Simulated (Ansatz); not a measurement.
Task: a ranking of polymorphs by energy of 2 structures of MnSe, with the Python package of Ansatz (0.2.0). Give the script and its output. Use (first run): PBEsol, PAW, cutoff 463 eV, 7×7×7 k-points, Fermi-Dirac smearing of 0.05 eV, collinear spin.

The script, `polymorphs_mnse.py`:
```python
"""Relative energies of MnSe phases, at the given cells."""

import warnings

import ansatz as az
import numpy as np
import spglib

PHASES = {
    "F-43m": (
        [[0.0, 2.91, 2.91], [2.91, 0.0, 2.91], [2.91, 2.91, 0.0]],
        [
            ("Mn", [0.0, 0.0, 0.0]),
            ("Se", [0.25, 0.25, 0.25]),
        ],
    ),
    "Fm-3m": (
        [[0.0, 2.72, 2.72], [2.72, 0.0, 2.72], [2.72, 2.72, 0.0]],
        [
            ("Mn", [0.0, 0.0, 0.0]),
            ("Se", [0.5, 0.5, 0.5]),
        ],
    ),
}
MOMENTS = {"Mn": 4.0}  # parallel starting moments in muB


def build(vectors, sites):
    crystal = az.Crystal(lattice=az.Lattice.of(vectors))
    for symbol, position in sites:
        crystal = crystal.atom(symbol, position)
    return crystal


def solve(name, crystal):
    calc = (
        crystal.calculation()
        .functional("pbesol")
        .basis(34 * az.Ry)
        .kpoints(spacing=0.3)
        .occupations("fermi_dirac", width=0.05)
        .spin("collinear")
        .stress()
        .band_table()
    )
    return calc.run(threads=1)


def pressure_gpa(outcome):
    return float(np.trace(outcome.report["stress_gpa"]) / 3)


def space_group(outcome):
    sites = outcome.report["lattice"]["sites"]
    kinds = sorted({site["symbol"] for site in sites})
    cell = (outcome.lattice.cell_ang, [site["position_frac"] for site in sites], [kinds.index(site["symbol"]) for site in sites])
    return spglib.get_spacegroup(cell, symprec=0.01)


def main() -> None:
    warnings.simplefilter("ignore", az.DeckWarning)

    phases = {name: build(*cell) for name, cell in PHASES.items()}
    for name in ["F-43m", "Fm-3m"]:
        phases[name] = phases[name].moments({e: m for e, m in MOMENTS.items() if e in phases[name].species()})

    done = {name: solve(name, crystal) for name, crystal in phases.items()}

    energy = {name: o.report["energy_sigma0_ev"] / len(o.lattice.sites) for name, o in done.items()}
    lowest = min(energy.values())
    rows = [(name, len(o.lattice.sites), 1000 * (energy[name] - lowest), pressure_gpa(o), space_group(o), abs(o.report["magnetization_mub"]) / len(o.lattice.sites)) for name, o in done.items()]
    rows.sort(key=lambda row: row[2])
    print("     phase       atoms  dE (meV/atom)     P (GPa)  space group  M (muB/atom)")
    for row in rows:
        print(f"{str(row[0]):>10}  {row[1]:10d}  {row[2]:13.1f}  {row[3]:10.2f}  {str(row[4]):>11}  {row[5]:12.2f}")
    print("order:", " < ".join(row[0] for row in rows))


if __name__ == "__main__":
    main()
```

```console
$ python polymorphs_mnse.py
     phase       atoms  dE (meV/atom)     P (GPa)  space group  M (muB/atom)
     Fm-3m           2            0.0       -5.38  Fm-3m (225)          2.34
     F-43m           2           50.8       -0.53  F-43m (216)          2.42
order: Fm-3m < F-43m
```

By space group at the end of each run: Fm-3m (+0 meV an atom, 20.1 Å³) and F-43m (+51 meV an atom, 24.6 Å³).

Reading the output:
- Other magnetic orders than the one started from may lie lower.
- For the metals among these phases the mesh is modest: differences between phases can be off by up to 40 meV an atom.
- Pressure is positive in compression.
- Without a Hubbard U or exact exchange, semilocal functionals often make such 3d compounds metallic or too weakly gapped.
- The cells come from databases of deposited and of computed structures, and not all need be stable phases.
- The ranking holds among these structures alone, at zero temperature; the ground state may be another structure. Magnetic phases start from parallel moments and may not end in their lowest magnetic state. Differences under about 40 meV an atom lie within the error of mesh and functional.
- Wall time of the script: 11 s on 1 thread of Arm Neoverse V1, with other jobs on the host, peak memory 0.42 GiB.
